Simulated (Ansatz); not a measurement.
# CH₃FO₃W: one species, many methods

An exercise on one series of results from a longer session: the logs are not shown, and one member is left open.

Computed with Ansatz 0.2.0, Gaussian basis. Level: functionals in def2-TZVPP, the program's frozen cores in correlated methods.

Plan: LDA (SPW92), PBE-D4, revPBE-D4, BLYP-D4, r2SCAN-D4, B97M-V, PBE0-D4, B3LYP-D4, r2SCANh-D4, r2SCAN0-D4, HSE06-D4, BHLYP-D4, CAM-B3LYP-D4, LC-ωPBE, ωB97X-V, ωB97M-V, B2PLYP, PBE-QIDH; CCSD(T)/def2-SVP; CCSD(T)/def2-TZVPP; MP2/def2-QZVPP; extrapolation to the limit; RPA on PBE.

### The relaxed structure

All runs share one geometry, relaxed beforehand with PBE0-D4 in a triple-zeta def2 set. W takes the def2 core potential; no spin-orbit term is included.

9 atoms, charge 0, spin multiplicity 1.

Atoms are counted from 1 here; the program's logs count them from 0.

Bond lengths: C1–O2 1.410 Å, C1–H7 1.091 Å, C1–H8 1.092 Å, C1–H9 1.092 Å, O2–W3 1.846 Å, W3–O4 1.703 Å, W3–O5 1.701 Å, W3–F6 1.862 Å. Angles: O2–C1–H7 108.3°, O2–C1–H8 109.4°, O2–C1–H9 110.5°, H7–C1–H8 109.3°, H7–C1–H9 109.6°, H8–C1–H9 109.7°, C1–O2–W3 142.7°, O2–W3–O4 109.2°, O2–W3–O5 108.7°, O2–W3–F6 111.2°, O4–W3–O5 107.3°, O4–W3–F6 110.2°, O5–W3–F6 110.3°.

The first run:

Contents of in.yaml:

```yaml
crystal:
  periodic: [false, false, false]
  atoms:
    - {symbol: C, position_ang: [0.112470, -1.316589, 0.894926]}
    - {symbol: O, position_ang: [-0.452026, -0.125103, 0.395648]}
    - {symbol: W, position_ang: [-0.168220, 1.241476, -0.812141]}
    - {symbol: O, position_ang: [-1.041093, 0.918134, -2.238160]}
    - {symbol: O, position_ang: [1.482008, 1.269798, -1.224283]}
    - {symbol: F, position_ang: [-0.684197, 2.883837, -0.102480]}
    - {symbol: H, position_ang: [-0.171039, -1.416443, 1.943811]}
    - {symbol: H, position_ang: [-0.279144, -2.166252, 0.332095]}
    - {symbol: H, position_ang: [1.201240, -1.288858, 0.810583]}
basis:
  gaussian: {orbitals: def2-TZVPP}
hamiltonian: {xc: lda}
output: {orbitals: {seedname: orbitals}}
```

Run with:

```bash
ansatz run in.yaml --threads 4 --pin off --events-out ev --progress --plain --max-ram 10444MiB
```

Steps of the session up to this table: LDA; PBE-D4 (GGA); revPBE-D4 (GGA); BLYP-D4 (GGA); r2SCAN-D4 (meta-GGA); B97M-V (meta-GGA); B3LYP-D4 (hybrid); r2SCANh-D4 (hybrid); r2SCAN0-D4 (hybrid); HSE06-D4 (hybrid); BHLYP-D4 (hybrid); CAM-B3LYP-D4 (range-separated); LC-ωPBE (range-separated); ωB97X-V (range-separated); ωB97M-V (range-separated); B2PLYP (double hybrid); PBE-QIDH (double hybrid).

One of the session's tables, all rows but one given; the rest of the session is left out.

It belongs to the step «Orbital energies across the functionals». 

```
  functional  HOMO (eV)  LUMO (eV)  gap (eV)
 LDA (SPW92)      -7.68      -2.82      4.86
      PBE-D4      -7.44      -2.54      4.90
   revPBE-D4      -7.35      -2.43      4.92
     BLYP-D4      -7.33      -2.46      4.87
   r2SCAN-D4      -7.81      -2.45      5.36
      B97M-V      -7.88      -2.41      5.47
     PBE0-D4      -9.07      -1.76      7.30
    B3LYP-D4      -8.81      -2.02      6.79
  r2SCANh-D4      -8.42      -2.15      6.26
  r2SCAN0-D4      -9.34      -1.71      7.63
    HSE06-D4      -8.66      -2.14      6.52
    BHLYP-D4     -10.63      -0.88      9.75
CAM-B3LYP-D4     -10.52      -0.70      9.82
     LC-ωPBE     -11.81       0.56     12.37
     ωB97X-V     -11.48       0.46     11.94
     ωB97M-V          ?          ?         ?
```

Q: Estimate the row for ωB97M-V from the others.

The run gave: HOMO (eV): -11.43; LUMO (eV): 0.40; gap (eV): 11.83. In the column «HOMO (eV)» it lies between ωB97X-V (-11.48) and BHLYP-D4 (-10.63).
